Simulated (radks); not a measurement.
# The Coulomb parameter U of the 5d shell of Ir

Aim: U as the second difference [E(n + 0.5) + E(n − 0.5) − 2E(n)]/0.5², with all orbitals relaxed. Bare: the atom's charge changes with n. Screened: the 6s shell takes up the change. The start is a model configuration, not necessarily the ground state.

Program: radks (a radial shooting solver on a logarithmic mesh, Libxc functionals) version 1. Level of theory: Dirac Kohn-Sham, PBE, spin-unpolarised, spherical densities, point nucleus; open shells are shared between the two j in proportion to 2j + 1. These are calculated values, not measurements, unless marked.

## Step 1: Starting point

| Item | Value |
| --- | --- |
| element | iridium (Z = 77) |
| charge | 0 |
| electrons | 77 |
| configuration | [Xe] 4f14 5d8 6s1 |

The outer shells:

Ir
```
[Xe] core
4f [↑↓][↑↓][↑↓][↑↓][↑↓][↑↓][↑↓]
5d [↑↓][↑↓][↑↓][↑ ][↑ ]
6s [↑ ]
```

## Step 2: Start: [Xe] 4f14 5d8 6s1

Input:

```text
Z 77
configuration [Xe] 4f14 5d8 6s1
relativity Dirac
functional pbe,pbe
spin unpolarised
j_filling average
nucleus point
c 137.035999084
```

## Step 3: Bare +0.5: [Xe] 4f14 5d8.5 6s1

Input: that of step 2 with these lines changed.

```diff
@@ -1,3 +1,3 @@
 Z 77
-configuration [Xe] 4f14 5d8 6s1
+configuration [Xe] 4f14 5d8.5 6s1
 relativity Dirac
```

## Step 4: Bare -0.5: [Xe] 4f14 5d7.5 6s1

Input: that of step 3 with these lines changed.

```diff
@@ -1,3 +1,3 @@
 Z 77
-configuration [Xe] 4f14 5d8.5 6s1
+configuration [Xe] 4f14 5d7.5 6s1
 relativity Dirac
```

## Step 5: Screened +0.5: [Xe] 4f14 5d8.5 6s0.5

Input: that of step 4 with these lines changed.

```diff
@@ -1,3 +1,3 @@
 Z 77
-configuration [Xe] 4f14 5d7.5 6s1
+configuration [Xe] 4f14 5d8.5 6s0.5
 relativity Dirac
```

## Step 6: Screened -0.5: [Xe] 4f14 5d7.5 6s1.5

Input:

```text
Z 77
configuration [Xe] 4f14 5d7.5 6s1.5
relativity Dirac
functional pbe,pbe
spin unpolarised
j_filling average
nucleus point
c 137.035999084
```

What does the calculation give?

As calculated:

| quantity | value (eV) |
| --- | --- |
| U, bare | 8.838 |
| U, screened by 6s | 0.869 |

In words: Letting 6s compensate leaves 10 % of the bare value; this second difference measures U(5d,5d) + U(6s,6s) − 2U(5d,6s). The step up makes a negative ion, whose loosely bound charge lowers the bare value. A solid screens further than the bare atom, so the bare value is an upper guide for the U of a crystal.
